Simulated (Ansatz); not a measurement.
# C₂H₅BBrInO: how energies converge with the basis set

An exercise on one series of results from a longer session: the logs are not shown, and one member is left open.

The runs use Ansatz 0.2.0, Gaussian basis; one geometry, several basis sets.

Levels to be run: PBE0-D4/def2-SVP; ωB97M-V/def2-SVP; PBE0-D4/def2-QZVPP; ωB97M-V/def2-QZVPP; the functionals' def2-TZVPP values are taken from earlier runs.

## The geometry

All runs share one geometry, relaxed beforehand with PBE0-D4 in a triple-zeta def2 set. In takes the def2 core potential; no spin-orbit term is included.

SMILES `B[O][In]([Br])[CH]=C`, 11 atoms, charge 0, spin multiplicity 1.

Atoms are counted from 1 here; the program's logs count them from 0.

Bond lengths: B1–O2 1.335 Å, B1–H7 1.216 Å, B1–H8 1.205 Å, O2–In3 2.006 Å, In3–Br4 2.452 Å, In3–C5 2.108 Å, C5–C6 1.328 Å, C5–H9 1.086 Å, C6–H10 1.085 Å, C6–H11 1.088 Å. Angles: O2–B1–H7 121.4°, O2–B1–H8 119.0°, H7–B1–H8 119.6°, B1–O2–In3 124.4°, O2–In3–Br4 109.5°, O2–In3–C5 122.7°, Br4–In3–C5 127.8°, In3–C5–C6 121.8°, In3–C5–H9 118.1°, C6–C5–H9 120.1°, C5–C6–H10 122.9°, C5–C6–H11 121.2°, H10–C6–H11 115.9°.

Set-up of the first run:

The input, in.yaml:

```yaml
crystal:
  periodic: [false, false, false]
  atoms:
    - {symbol: B, position_ang: [-1.512094, -1.131775, 1.370473]}
    - {symbol: O, position_ang: [-1.259368, -1.566393, 0.133269]}
    - {symbol: In, position_ang: [-0.399303, -0.460628, -1.302509]}
    - {symbol: Br, position_ang: [-1.337222, -1.079545, -3.481766]}
    - {symbol: C, position_ang: [1.130570, 0.934146, -0.904709]}
    - {symbol: C, position_ang: [1.561990, 1.166332, 0.330043]}
    - {symbol: H, position_ang: [-1.270483, 0.013396, 1.701334]}
    - {symbol: H, position_ang: [-1.989937, -1.894761, 2.171885]}
    - {symbol: H, position_ang: [1.567965, 1.467263, -1.743765]}
    - {symbol: H, position_ang: [1.153258, 0.665609, 1.201993]}
    - {symbol: H, position_ang: [2.354615, 1.886357, 0.523753]}
basis:
  gaussian: {orbitals: def2-SVP}
hamiltonian: {xc: pbe0, dispersion: d4}
output: {orbitals: {seedname: orbitals}}
```

Run with:

```bash
$ ansatz run in.yaml --threads 4 --pin off --events-out ev --progress --plain --max-ram 10444MiB
```

Steps of the session up to this table: PBE0-D4 in def2-SVP; ωB97M-V in def2-SVP; PBE0-D4 in def2-QZVPP; ωB97M-V in def2-QZVPP.

One table of the session follows, with a row left open; its other results are not shown here.

It belongs to the step «Density functionals: the series». 

```
functional       basis  HOMO (eV)  LUMO (eV)
   PBE0-D4    def2-SVP      -7.49      -1.92
   PBE0-D4  def2-TZVPP      -7.57      -1.96
   PBE0-D4  def2-QZVPP      -7.59      -1.98
   ωB97M-V    def2-SVP          ?          ?
   ωB97M-V  def2-TZVPP      -9.87      -0.26
   ωB97M-V  def2-QZVPP      -9.89      -0.28
```

Q: Estimate the row for ωB97M-V, def2-SVP from the others.

**Answer.** HOMO (eV): -9.76; LUMO (eV): -0.15. In the column «HOMO (eV)» it lies between ωB97M-V, def2-TZVPP (-9.87) and PBE0-D4, def2-QZVPP (-7.59).
